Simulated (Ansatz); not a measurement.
**F2H4O2Si2: how energies converge with the basis set**

The task here is to estimate one member of a computed series from the others.

Method: one geometry, several basis sets; program: Ansatz 0.2.0, Gaussian basis.

Plan: PBE0-D4/def2-SVP; ωB97M-V/def2-SVP; PBE0-D4/def2-QZVPP; ωB97M-V/def2-QZVPP; the functionals' def2-TZVPP values are taken from earlier runs.

## The relaxed structure

The geometry comes from an earlier relaxation with PBE0-D4 in a triple-zeta def2 set; it is a stationary point, not always the lowest conformer.

SMILES `O[Si](O)(F)[SiH2]F`, 10 atoms, charge 0, spin multiplicity 1.

Atoms are counted from 1 here; the program's logs count them from 0.

Bond lengths: O1–Si2 1.634 Å, O1–H7 0.959 Å, Si2–O3 1.624 Å, Si2–F4 1.600 Å, Si2–Si5 2.342 Å, O3–H8 0.960 Å, Si5–F6 1.609 Å, Si5–H9 1.485 Å, Si5–H10 1.485 Å. Angles: Si2–O1–H7 118.5°, O1–Si2–O3 108.2°, O1–Si2–F4 107.3°, O1–Si2–Si5 114.8°, O3–Si2–F4 111.3°, O3–Si2–Si5 106.6°, F4–Si2–Si5 108.7°, Si2–O3–H8 119.3°, Si2–Si5–F6 108.0°, Si2–Si5–H9 112.2°, Si2–Si5–H10 111.1°, F6–Si5–H9 108.0°, F6–Si5–H10 107.8°, H9–Si5–H10 109.5°.

Set-up of the first run:

Input file in.yaml:

```yaml
crystal:
  periodic: [false, false, false]
  atoms:
    - {symbol: O, position_ang: [1.002998, -1.674180, -0.099102]}
    - {symbol: Si, position_ang: [0.288242, -0.368287, 0.573579]}
    - {symbol: O, position_ang: [-0.970899, -0.879281, 1.462050]}
    - {symbol: F, position_ang: [1.384763, 0.357303, 1.484632]}
    - {symbol: Si, position_ang: [-0.562060, 1.185323, -0.958300]}
    - {symbol: F, position_ang: [0.637749, 1.628756, -1.933759]}
    - {symbol: H, position_ang: [1.907464, -1.593577, -0.406491]}
    - {symbol: H, position_ang: [-0.890002, -1.691529, 1.966502]}
    - {symbol: H, position_ang: [-1.086191, 2.403406, -0.290942]}
    - {symbol: H, position_ang: [-1.628964, 0.580966, -1.795270]}
basis:
  gaussian: {orbitals: def2-SVP}
hamiltonian: {xc: pbe0, dispersion: d4}
output: {orbitals: {seedname: orbitals}}
```

On the command line:

```
$ ansatz run in.yaml --threads 4 --pin off --events-out ev --progress --plain --max-ram 10444MiB
```

Steps of the session up to this table: PBE0-D4 in def2-SVP; ωB97M-V in def2-SVP; PBE0-D4 in def2-QZVPP; ωB97M-V in def2-QZVPP.

One table of the session follows, with a row left open; its other results are not shown here.

It belongs to the step «Density functionals: the series». 

```
functional       basis  HOMO (eV)
   PBE0-D4    def2-SVP      -8.29
   PBE0-D4  def2-TZVPP          ?
   PBE0-D4  def2-QZVPP      -8.50
   ωB97M-V    def2-SVP     -10.36
   ωB97M-V  def2-TZVPP     -10.56
   ωB97M-V  def2-QZVPP     -10.61
```

**Question.** Estimate the row for PBE0-D4, def2-TZVPP.

The run gave: HOMO (eV): -8.46. In the column «HOMO (eV)» it lies between PBE0-D4, def2-QZVPP (-8.50) and PBE0-D4, def2-SVP (-8.29).
